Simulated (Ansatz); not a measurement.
# CH4AlFO: the cost of one run

Program: Ansatz 0.2.0. Level of theory: RKS PBE0-D4/6-31G*. These are calculated values, not measurements.

1 further run of the same task is left out (it didn't finish).

### Step 1. The structure to begin with

Bond lengths: O1–C2 1.365 Å, C2–F3 1.350 Å, C2–Al4 1.952 Å, O1–H5 1.052 Å, C2–H6 1.116 Å, Al4–H7 1.615 Å, Al4–H8 1.613 Å. Angles: O1–C2–F3 106.8°, O1–C2–Al4 110.7°, O1–C2–H6 111.4°, F3–C2–Al4 106.7°, F3–C2–H6 109.1°, Al4–C2–H6 111.9°, C2–O1–H5 105.7°, C2–Al4–H7 120.6°, C2–Al4–H8 120.1°, H7–Al4–H8 119.1°.

As a file:

```xyz
8

O     0.6122    1.4261   -0.4316
C     0.4590    0.4029    0.4585
F     1.6987   -0.0328    0.7699
Al   -0.4718   -1.0989   -0.3710
H    -0.3225    1.9071   -0.4754
H    -0.0518    0.7455    1.3901
H    -0.7529   -2.4540    0.4623
H    -1.0787   -0.9531   -1.8586
```

### Step 2. Relaxing end A

input.yaml

```yaml
crystal:
  periodic: [false, false, false]
  atoms:
    - { symbol: O, position_ang: [0.6122, 1.4261, -0.4316] }
    - { symbol: C, position_ang: [0.459, 0.4029, 0.4585] }
    - { symbol: F, position_ang: [1.6987, -0.0328, 0.7699] }
    - { symbol: Al, position_ang: [-0.4718, -1.0989, -0.371] }
    - { symbol: H, position_ang: [-0.3225, 1.9071, -0.4754] }
    - { symbol: H, position_ang: [-0.0518, 0.7455, 1.3901] }
    - { symbol: H, position_ang: [-0.7529, -2.454, 0.4623] }
    - { symbol: H, position_ang: [-1.0787, -0.9531, -1.8586] }
basis:
  gaussian: { orbitals: "6-31G*" }
hamiltonian:
  xc: pbe0
  dispersion: d4
relax:
  f_tol: 0.02
  max_steps: 50
output:
  orbitals: {}
```

On the command line:

```sh
$ ansatz run input.yaml --threads 1 --pin off --max-ram 2048MiB --backend cpu --events-out ev --progress --plain --runs-dir out
```

What time and memory should one allow on 1 thread of Arm Neoverse V1, shared host?

About 79 s, with a peak of 0.16 GiB.
